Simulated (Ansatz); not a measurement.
# GaNH₂ (quintet): from Hartree-Fock to the top rungs, cc-pVDZ

The task here is to estimate one member of a computed series from the others.

The runs use Ansatz 0.2.0, Gaussian basis; cc-pVDZ, core rule «outside noble gas», up to 15 orbitals frozen.

Plan: UHF; CCSD(T) on ROHF; CCSD(T) on UHF; BCCD(T) on ROHF; CISD; CCSDT(Q) on ROHF; CCSDT(Q) on UHF; CCSDTQ on ROHF; CASSCF and MRCISD+Q, 10 electrons in 10 orbitals; CASSCF and NEVPT2, 10 electrons in 10 orbitals.

12 further runs of the same task are left out: 9 for a known fault of the program, 3 set aside as unsound or not needed.

### What is computed

The geometry is a PBE0/def2-TZVP stationary point (not a proven minimum) of the parent state, kept for this charge and spin. No spin-orbit coupling is included. The filled d shell of Ga may be among the frozen orbitals whatever the setting's name suggests; the logs give the count.

4 atoms, charge 0, spin multiplicity 5.

Atoms are counted from 1 here; the program's logs count them from 0.

Bond lengths: N1–Ga2 1.886 Å, N1–H3 1.014 Å, N1–H4 1.014 Å. Angles: Ga2–N1–H3 111.5°, Ga2–N1–H4 111.5°, H3–N1–H4 109.1°.

As a file:

```xyz
4
charge 0, multiplicity 5
N    -0.10420    0.00000    1.52127
Ga    0.01144    0.00000   -0.36112
H     0.32839   -0.82616    1.91982
H     0.32839    0.82616    1.91982
```

The first run:

in.yaml reads:

```yaml
crystal:
  periodic: [false, false, false]
  atoms:
    - {symbol: N, position_ang: [-0.104201, 0.000000, 1.521268]}
    - {symbol: Ga, position_ang: [0.011438, 0.000000, -0.361116]}
    - {symbol: H, position_ang: [0.328389, -0.826162, 1.919816]}
    - {symbol: H, position_ang: [0.328389, 0.826162, 1.919816]}
basis:
  gaussian: {orbitals: cc-pVDZ}
magnetization: {spin_polarized: true, initial_magnetization: 4}
hamiltonian: {xc: hf}
output: {orbitals: {seedname: orbitals}}
```

The run is started by

```console
> ansatz run in.yaml --threads 1 --pin off --events-out ev --progress --plain --max-ram 4096MiB --backend cpu
```

Steps of the session up to this table: UHF; CCSD(T) on ROHF; CCSD(T) on UHF; BCCD(T) on ROHF; CISD; CCSDT(Q) on ROHF; CCSDT(Q) on UHF; CCSDTQ on ROHF; CASSCF and MRCISD+Q, 10 electrons in 10 orbitals; CASSCF and NEVPT2, 10 electrons in 10 orbitals.

One of the session's tables, all rows but one given; the rest of the session is left out.

It belongs to the step «Misses and costs». 

```
          method  from RCCSDTQ (meV)
            ROHF             +5162.4
             UHF             +5018.3
            RMP2              +733.2
            UMP2              +706.9
           RCCSD              +117.4
           UCCSD               +87.6
        RCCSD(T)               +20.4
        UCCSD(T)                -7.8
         BCCD(T)               +20.8
          RCCSDT                +6.9
          UCCSDT               -21.6
       RCCSDT(Q)                +0.2
       UCCSDT(Q)               -28.3
         RCCSDTQ                   0
  CASSCF valence                   ?
  NEVPT2 valence              +737.3
  MRCISD valence              +142.1
MRCISD+Q valence                +6.9
```

Q: Estimate the row for CASSCF valence from the others.

**Answer.** from RCCSDTQ (meV): +3186.9. In the column «from RCCSDTQ (meV)» it lies between NEVPT2 valence (+737.3) and UHF (+5018.3).

Limits of these values: Restricted and unrestricted rows rest on different reference determinants; where their highest levels disagree by more than a few hundredths of an eV, they describe different states and don't form one ladder.
